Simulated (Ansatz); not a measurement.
# C₂H₉NSi₂: one species, many methods

Aim: compute C₂H₉NSi₂ with functionals from several rungs and with coupled cluster. The yardstick is the atomisation energy at the CCSD(T) limit.

The runs use Ansatz 0.2.0, Gaussian basis; functionals in def2-TZVPP, the program's frozen cores in correlated methods.

The runs, in order: PBE-D4, r2SCAN-D4, PBE0-D4, B3LYP-D4, ωB97X-V, ωB97M-V, B2PLYP; CCSD(T)/def2-TZVPP; MP2/def2-QZVPP; extrapolation to the limit.

### 1 The geometry

All runs share one geometry, relaxed beforehand with PBE0-D4 in a triple-zeta def2 set.

SMILES `CC1[SiH2]N1[SiH3]`, 14 atoms, charge 0, spin multiplicity 1.

Atoms are counted from 1 here; the program's logs count them from 0.

Bond lengths: C1–C2 1.505 Å, C1–H6 1.092 Å, C1–H7 1.093 Å, C1–H8 1.095 Å, C2–Si3 1.836 Å, C2–N4 1.496 Å, C2–H9 1.093 Å, Si3–N4 1.703 Å, Si3–H10 1.482 Å, Si3–H11 1.481 Å, N4–Si5 1.709 Å, Si5–H12 1.489 Å, Si5–H13 1.493 Å, Si5–H14 1.486 Å. Angles: C2–C1–H6 111.3°, C2–C1–H7 110.5°, C2–C1–H8 111.1°, H6–C1–H7 108.3°, H6–C1–H8 107.7°, H7–C1–H8 107.9°, C1–C2–Si3 125.0°, C1–C2–N4 116.2°, C1–C2–H9 113.5°, Si3–C2–N4 60.4°, Si3–C2–H9 116.7°, N4–C2–H9 113.5°, C2–Si3–N4 49.8°, C2–Si3–H10 121.4°, C2–Si3–H11 121.7°, N4–Si3–H10 119.5°, N4–Si3–H11 117.7°, H10–Si3–H11 112.6° and more.

### 2 PBE-D4 (GGA)

Input file in.yaml:

```yaml
crystal:
  periodic: [false, false, false]
  atoms:
    - {symbol: C, position_ang: [-1.530761, 1.075313, 0.430557]}
    - {symbol: C, position_ang: [-0.160441, 0.523766, 0.718779]}
    - {symbol: Si, position_ang: [0.183758, -1.165155, 1.351034]}
    - {symbol: N, position_ang: [0.340348, -0.527736, -0.220201]}
    - {symbol: Si, position_ang: [1.230675, -0.357260, -1.668658]}
    - {symbol: H, position_ang: [-2.251964, 0.273458, 0.257813]}
    - {symbol: H, position_ang: [-1.884831, 1.680016, 1.269316]}
    - {symbol: H, position_ang: [-1.520364, 1.711283, -0.461016]}
    - {symbol: H, position_ang: [0.580686, 1.294827, 0.946633]}
    - {symbol: H, position_ang: [1.401121, -1.460465, 2.143216]}
    - {symbol: H, position_ang: [-0.901978, -2.142669, 1.592403]}
    - {symbol: H, position_ang: [0.407276, 0.285291, -2.730190]}
    - {symbol: H, position_ang: [2.445628, 0.491161, -1.483635]}
    - {symbol: H, position_ang: [1.647948, -1.710829, -2.117252]}
basis:
  gaussian: {orbitals: def2-TZVPP}
hamiltonian: {xc: pbe, dispersion: d4}
output: {forces: true, orbitals: {seedname: orbitals}}
```

Run with:

```console
ansatz run in.yaml --threads 4 --pin off --events-out ev --progress --plain --max-ram 10444MiB
```

The runs that follow: r2SCAN-D4 (meta-GGA); PBE0-D4 (hybrid); B3LYP-D4 (hybrid); ωB97X-V (range-separated); ωB97M-V (range-separated); B2PLYP (double hybrid); CCSD(T) in def2-TZVPP; MP2 in def2-QZVPP.

**Question.** What will the summary of the whole plan be? Wanted: atomisation energy, CCSD(T)/CBS; farthest; mean size of error, hybrid; mean size of error, range-separated; gap, smallest and largest; T1 diagnostic; triples share of the correlation energy.

As calculated:

| quantity | value |
| --- | --- |
| atomisation energy, CCSD(T)/CBS | 50.664 eV |
| functionals within 0.253 eV (0.5 %) | r2SCAN-D4, PBE0-D4, B3LYP-D4, ωB97M-V |
| farthest | B2PLYP (-0.585 eV) |
| mean size of error, hybrid | 0.088 eV |
| mean size of error, range-separated | 0.258 eV |
| gap, smallest and largest | 4.65 eV (PBE-D4), 11.08 eV (ωB97X-V) |
| T1 diagnostic | 0.0117 |
| triples share of the correlation energy | 3.9 % |

PBE-D4 misses by +0.456 eV. Double hybrids carry the basis error of their MP2 part in triple zeta, and no dispersion term here, so their miss is partly the set-up's. Misses under about 0.253 eV are within the doubt on the reference itself, which lacks core-valence correlation, relativity and higher excitations. Hartree-Fock recovers 73 % of the binding; the rest is correlation. The gap grows from 4.6 to 11.1 eV across the functionals, mostly with the share of exact exchange.
